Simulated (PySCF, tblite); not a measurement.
**C4H8BF2 radical: geometry, infrared bands and EPR parameters**

Aim: predict the infrared bands and EPR parameters of C4H8BF2 radical (`C[C](BF)CCF`).

Programs: tblite 0.8.0 and PySCF 2.14.0, with density-fitted response routines of our own. Each step states its level of theory. These are calculated values for one molecule in the gas phase, unless marked as measured. Atoms count from 0, in the outputs and in this text.

## 1. The starting structure

15 atoms, charge 0, multiplicity 2; geometry from: force field or distance geometry start.

Bonds of the start (Å): C0–C1 1.54, C1–B2 1.61, B2–F3 1.46, C1–C4 1.55, C4–C5 1.53, C5–F6 1.38, C0–H7 1.10, C0–H8 1.11, C0–H9 1.11, B2–H10 1.17, C4–H11 1.11, C4–H12 1.11, C5–H13 1.11, C5–H14 1.12.

## 2. Geometry optimisation with GFN2-xTB

Job settings and geometry (Å):

```
{"job": {"kind": "relax", "xc": "GFN2-xTB", "basis": "xTB"}, "charge": 0, "multiplicity": 2}
C      1.416500    -1.240200    -0.604400
C      0.464200    -0.031400    -0.489700
B      1.259600     1.219700     0.131400
F      1.385600     2.438200    -0.660800
C     -0.791000    -0.389500     0.339000
C     -1.896800     0.653300     0.139200
F     -3.031200     0.254300     0.809100
H      0.887400    -2.073200    -1.098200
H      2.295400    -0.977100    -1.224100
H      1.749200    -1.574300     0.402800
H      1.698900     1.171600     1.217200
H     -0.547800    -0.488200     1.414100
H     -1.193100    -1.365400    -0.004400
H     -2.126300     0.763600    -0.940200
H     -1.575000     1.646500     0.547200
```

Started as:

```bash
> OMP_NUM_THREADS=1 python probes_run.py task.json out
```

The driver reads the jobs from task.json and runs them one after another.

The log of the run:

```text
step      E/eV     max force
  0    -633.58983    3.500
  1    -633.97843    1.960
  2    -634.08046    2.712
  3    -634.14029    0.558
  4    -634.15726    0.359
  5    -634.16850    0.340
  6    -634.17670    0.418
  7    -634.19561    0.492
  8    -634.21130    0.417
  9    -634.22639    0.359
 10    -634.24380    0.434
 11    -634.26377    0.421
 12    -634.27968    0.371
 13    -634.28960    0.246
 14    -634.29560    0.187
 15    -634.29998    0.196
 16    -634.30313    0.164
 17    -634.30640    0.153
 18    -634.30995    0.168
 19    -634.31321    0.164
 20    -634.31567    0.123
 21    -634.31759    0.104
 22    -634.31971    0.110
 23    -634.32237    0.133
 24    -634.32570    0.175
 25    -634.33035    0.193
 26    -634.33739    0.251
 27    -634.34810    0.333
 28    -634.36348    0.380
 29    -634.38971    0.473
 30    -634.42418    0.526
 31    -634.44332    0.706
 32    -634.44545    0.842
 33    -634.50398    0.431
 34    -634.52832    0.428
 35    -634.56893    0.641
 36    -634.60605    0.496
 37    -634.63696    0.635
 38    -634.66465    0.453
 39    -634.69336    0.419
 40    -634.74305    0.596
 41    -634.77007    0.416
 42    -634.79949    0.435
 43    -634.83354    0.390
 44    -634.85438    0.279
 45    -634.87093    0.347
 46    -634.87930    0.325
 47    -634.88654    0.259
 48    -634.89246    0.204
 49    -634.89920    0.214
 50    -634.90618    0.243
 51    -634.91882    0.272
 52    -634.92772    0.201
 53    -634.93404    0.150
 54    -634.93861    0.167
 55    -634.94288    0.172
 56    -634.94561    0.148
 57    -634.94688    0.096
 58    -634.94792    0.101
 59    -634.94871    0.082
 60    -634.94964    0.078
 61    -634.95039    0.075
 62    -634.95132    0.103
 63    -634.95207    0.079
 64    -634.95261    0.041
 65    -634.95298    0.047
 66    -634.95341    0.071
 67    -634.95396    0.082
 68    -634.95449    0.060
 69    -634.95485    0.036
 70    -634.95505    0.032
 71    -634.95521    0.030
 72    -634.95535    0.032
 73    -634.95548    0.027
 74    -634.95558    0.026
 75    -634.95569    0.029
 76    -634.95583    0.030
 77    -634.95601    0.035
 78    -634.95621    0.039
 79    -634.95644    0.048
 80    -634.95678    0.057
 81    -634.95738    0.064
 82    -634.95838    0.076
 83    -634.95954    0.100
 84    -634.96070    0.127
 85    -634.96196    0.129
 86    -634.96312    0.103
 87    -634.96423    0.111
 88    -634.96577    0.111
 89    -634.96729    0.063
 90    -634.96881    0.108
 91    -634.96945    0.055
 92    -634.97060    0.086
 93    -634.97131    0.060
 94    -634.97169    0.052
 95    -634.97204    0.049
 96    -634.97248    0.051
 97    -634.97295    0.045
 98    -634.97333    0.074
 99    -634.97350    0.058
100    -634.97374    0.029
101    -634.97381    0.026
102    -634.97389    0.018
103    -634.97395    0.015
104    -634.97401    0.014
105    -634.97405    0.019
106    -634.97408    0.024
107    -634.97415    0.029
108    -634.97425    0.023
109    -634.97432    0.020
110    -634.97437    0.019
111    -634.97443    0.018
112    -634.97450    0.027
113    -634.97461    0.025
114    -634.97473    0.020
115    -634.97486    0.023
116    -634.97497    0.028
117    -634.97509    0.034
118    -634.97522    0.037
119    -634.97539    0.036
120    -634.97561    0.044
121    -634.97589    0.049
122    -634.97621    0.059
123    -634.97660    0.045
124    -634.97704    0.042
125    -634.97746    0.049
126    -634.97831    0.068
127    -634.97913    0.068
128    -634.97941    0.084
129    -634.97987    0.059
130    -634.98007    0.038
131    -634.98022    0.025
132    -634.98031    0.031
133    -634.98041    0.018
134    -634.98044    0.016
135    -634.98048    0.014
136    -634.98051    0.015
137    -634.98055    0.016
138    -634.98058    0.014
139    -634.98062    0.015
140    -634.98066    0.016
141    -634.98071    0.021
142    -634.98077    0.028
143    -634.98084    0.026
144    -634.98092    0.024
145    -634.98100    0.016
146    -634.98114    0.021
147    -634.98138    0.032
148    -634.98164    0.037
149    -634.98188    0.044
150    -634.98207    0.043
151    -634.98232    0.031
152    -634.98243    0.027
153    -634.98250    0.017
154    -634.98252    0.013
155    -634.98254    0.007
```

Wall time 0.6 s (1 thread of Arm Neoverse V2, shared host).

Step by step: (not every step is listed)

```tsv
step	energy from step 0 (eV)	largest force (eV/Å)
0	0.0000	3.5003
1	-0.3886	1.9601
2	-0.4906	2.7123
3	-0.5505	0.5577
4	-0.5674	0.3587
5	-0.5787	0.3404
6	-0.5869	0.4175
7	-0.6058	0.4925
8	-0.6215	0.4167
22	-0.7299	0.1104
36	-1.0162	0.4959
50	-1.3163	0.2425
64	-1.3628	0.0409
78	-1.3664	0.0392
92	-1.3808	0.0864
106	-1.3842	0.0237
120	-1.3858	0.0440
134	-1.3906	0.0157
148	-1.3918	0.0374
150	-1.3922	0.0426
151	-1.3925	0.0306
152	-1.3926	0.0266
153	-1.3927	0.0167
154	-1.3927	0.0128
155	-1.3927	0.0072
```

Close pairs (by a distance rule), those that changed most:

```tsv
bond	before (Å)	after (Å)	change (Å)
B2–F3	1.459	1.336	-0.122
C1–B2	1.607	1.518	-0.089
C0–C1	1.543	1.484	-0.059
C1–C4	1.546	1.492	-0.054
C5–H14	1.121	1.094	-0.027
C0–H8	1.107	1.086	-0.021
C0–H9	1.112	1.094	-0.018
C4–H12	1.110	1.093	-0.017
```

The end geometry stands in the next job.

## 3. Vibrational analysis with GFN2-xTB

Job settings and geometry (Å):

```
{"job": {"kind": "ir", "xc": "GFN2-xTB", "basis": "xTB"}, "charge": 0, "multiplicity": 2}
C      1.128134    -1.022884    -0.899917
C      0.645452    -0.027347     0.089810
B      1.415478     1.242487     0.404059
F      2.555728     1.477288    -0.252221
C     -0.659266    -0.337788     0.743555
C     -1.809927     0.361208     0.006211
F     -3.000292     0.092811     0.632876
H      0.340627    -1.279037    -1.612502
H      1.998186    -0.654252    -1.435979
H      1.401343    -1.954071    -0.394365
H      1.089912     2.051033     1.190130
H     -0.665180     0.025797     1.773453
H     -0.859847    -1.411863     0.743115
H     -1.905762    -0.002488    -1.021849
H     -1.678999     1.447096     0.011713
```

The log of the run:

```text
mode    cm-1     km/mol
  1      41.2      1.06
  2      81.4      8.92
  3      99.2      4.55
  4     105.2      0.40
  5     189.0      0.62
  6     207.8      1.10
  7     332.5     11.95
  8     355.0      3.02
  9     404.6      1.07
 10     547.3     13.24
 11     699.2     91.96
 12     809.4      5.43
 13     820.8     17.50
 14     945.3      2.63
 15     994.2      4.71
 16    1007.1     10.13
 17    1022.9      9.82
 18    1032.9     19.91
 19    1043.1    131.42
 20    1157.6     92.45
 21    1182.4    182.85
 22    1234.9      4.54
 23    1245.4     19.24
 24    1273.4     16.00
 25    1320.1     32.88
 26    1366.4     55.76
 27    1380.8     50.66
 28    1445.1      1.59
 29    1450.9      6.94
 30    1459.4     10.67
 31    1474.9      6.10
 32    2613.0    143.66
 33    2935.8      9.58
 34    2945.1     20.11
 35    2958.7     10.24
 36    2969.1      7.39
 37    2976.5     48.58
 38    2980.9     22.39
 39    3056.5     10.01
```

Run time: 0.27 s. Hardware: 1 thread of Arm Neoverse V2, shared host.

Which atoms move in the most intense modes:

```tsv
cm⁻¹	km/mol	atoms
699	92.0	H10 53 %, B2 34 %
1043	131.4	C5 48 %, F6 24 %, C4 11 %
1158	92.5	B2 15 %, H14 13 %, H13 13 %, C5 13 %
1182	182.8	B2 29 %, H12 14 %, F3 11 %
1366	55.8	C1 38 %, B2 20 %, C0 12 %
1381	50.7	H9 29 %, H7 28 %, H8 15 %, C1 10 %
2613	143.7	H10 92 %
2976	48.6	H12 74 %, H14 12 %
```

## 4. g tensor and hyperfine couplings: B3LYP/pcH-1

Same as in step 3 but for these lines:

```diff
@@ -1,2 +1,2 @@
-{"job": {"kind": "ir", "xc": "GFN2-xTB", "basis": "xTB"}, "charge": 0, "multiplicity": 2}
+{"job": {"kind": "epr", "basis": "pcH-1"}, "charge": 0, "multiplicity": 2}
 C      1.128134    -1.022884    -0.899917
```

Method: UKS B3LYP, pcH-1 on B C F H, non-relativistic, mean-field spin-orbit, GIAO.

The log of the run:

```text
UKS, coarse grid
  cycle   1  E = -381.73521610  |g| = 4.94e-01
  cycle   2  E = -381.65025523  |g| = 7.59e-01
  cycle   3  E = -381.81660512  |g| = 7.44e-02
  cycle   4  E = -381.81851884  |g| = 3.54e-02
  cycle   5  E = -381.81904462  |g| = 7.90e-03
  cycle   6  E = -381.81907359  |g| = 3.28e-03
  cycle   7  E = -381.81907912  |g| = 1.18e-03
  cycle   8  E = -381.81907938  |g| = 5.14e-04
UKS, final grid
  cycle   1  E = -381.81893053  |g| = 6.51e-04
  cycle   2  E = -381.81893039  |g| = 9.56e-04
  cycle   3  E = -381.81893069  |g| = 6.26e-05
  cycle   4  E = -381.81893069  |g| = 2.51e-05
E = -381.81893069 Eh   <S^2> = 0.7527 (exact 0.7500)
g shifts (ppm)      1          2          3
  rmc          -145       -145       -145
  gc             -5         27         30
  oz_so         -70        654       1488
  total        -220        536       1373
hyperfine (MHz)  atom isotope    a_iso     a_fc   dipolar eigenvalues
    0   13C     -25.54     -25.54     -2.71      0.73      1.98
    1   13C      51.50      51.50    -61.68    -61.41    123.09
    2   11B     -15.79     -15.79    -12.43     -5.48     17.92
    3   19F      39.14      39.14    -87.88    -81.28    169.16
    4   13C     -23.75     -23.75     -2.51      0.77      1.74
    5   13C      79.86      79.86     -4.17     -3.92      8.08
    6   19F      10.85      10.85    -21.41    -16.95     38.37
    7    1H      83.75      83.75     -4.56     -2.96      7.52
    8    1H       3.59       3.59     -3.92     -3.45      7.37
    9    1H     112.31     112.31     -4.79     -3.18      7.96
   10    1H     -13.35     -13.35     -7.31     -2.88     10.19
   11    1H      42.85      42.85     -4.45     -3.34      7.78
   12    1H      18.37      18.37     -3.76     -3.07      6.84
   13    1H      -1.79      -1.79     -3.78     -1.90      5.68
   14    1H      -2.96      -2.96     -4.88     -1.35      6.23
```

It took 43 s on 1 thread of Arm Neoverse V2, shared host; peak memory 0.93 GiB.

Principal g values 2.00210, 2.00285, 2.00369; g(iso) = 2.00288, against 2.00232 for a free electron.

Hyperfine couplings; where a row names several nuclei, a(iso) is their mean (it holds for fast rotation or exchange) and the dipolar term the largest among them:

```tsv
nuclei	isotope	a(iso) (MHz)	a(iso) (G, at g = 2.0023)	largest dipolar term (MHz)
C5	13C	79.9	28.5	8.1
H7, H8, H9	1H	66.5	23.7	8.0
C1	13C	51.5	18.4	123.1
F3	19F	39.1	14.0	169.2
H11, H12	1H	30.6	10.9	7.8
C0	13C	-25.5	-9.1	-2.7
C4	13C	-23.7	-8.5	-2.5
B2	11B	-15.8	-5.6	17.9
H10	1H	-13.4	-4.8	10.2
F6	19F	10.8	3.9	38.4
H13, H14	1H	-2.4	-0.8	6.2
```

Mulliken spin populations:

C0 -0.07; C1 0.82; B2 0.14; F3 0.03; C4 -0.07; C5 0.04; F6 0.01; H7 0.03; H8 0.00; H9 0.04; H10 -0.01; H11 0.02; H12 0.01; H13 0.00; H14 0.00

In first order the couplings over 0.8 MHz of 1H, 19F, 11B give 1144 distinct lines over 134.3 G, if the averaged nuclei exchange fast; the same motion can average rows kept apart here too.

The fields below are evaluated on a grid from the run's orbitals.

ELF in a plane through or near 5 of the atoms.

Ten even steps from '0' (0.00) to '9' (1.00):
```
0000000000000000000000000000
0000000000000000000000000000
0000000000134310000000000000
0000000000799994000000000000
0000000100799997000000000000
0000003421799994000000000000
0000025774149850000000000000
0000025775124200000001000000
0000013432699522221035420000
0000000001546585784378751000
0000001333783785784577751000
0000004775156113421168630000
0000002466244002200024210000
0000000136764100000000000000
0000000012322100000000000000
0000000000000000000000000000
0000000000000000000000000000
0000000000000000000000000000
0000000000000000000000000000
0000000000000000000000000000
```
The map spans 11.3 Å across and 10.2 Å up, centred on the molecule. Atoms in the plane (x, y in Å): C0 (-1.4, -1.1), C1 (-0.6, 0.1), B2 (-1.2, 1.5), F6 (3.1, -0.1), H10 (-0.6, 2.5).

On the surface of density 0.002 e/bohr³ the electrostatic potential runs, from the 1st to the 99th percentile, from -0.97 V near F6 to 1.15 V near H13.

The spin density lies nearest to C1 57 %; B2 15 %.

## 5. Results

| quantity | value |
| --- | --- |
| strongest single infrared mode (GFN2-xTB) | 1182 cm⁻¹, 183 km/mol |
| zero-point energy (GFN2-xTB) | 71.7 kcal/mol |
| g(iso) (B3LYP) | 2.00288 |
| ⟨S²⟩ | 0.753 (exact 0.75) |
| largest a(iso) (averaged by class) | 13C on C5, 79.9 MHz |
| potential on the surface of density 0.002 e/bohr³, 1st and 99th percentile | -0.97 V and 1.15 V |

What this shows: Over 155 steps the energy fell by 1.393 eV; of the close pairs, B2–F3 changed most, 1.459 to 1.336 Å. No mode is imaginary among the 39: a minimum at this level. The strongest single mode, at 1182 cm⁻¹, has its largest shares on B2, H12 and F3 (the list is cut at 3 atoms). GFN2-xTB is a fitted tight-binding method: band positions and strengths are rough. Its intensities can rank the bands wrongly. Most of the unpaired spin sits on C1 (0.82 e). The isotropic g lies 0.6 ppt above the free-electron value. These values are for one conformer; the search (at its own cheap level) found 2 more, at 0.35, 0.37 kcal/mol, and measured spectra average over such forms.
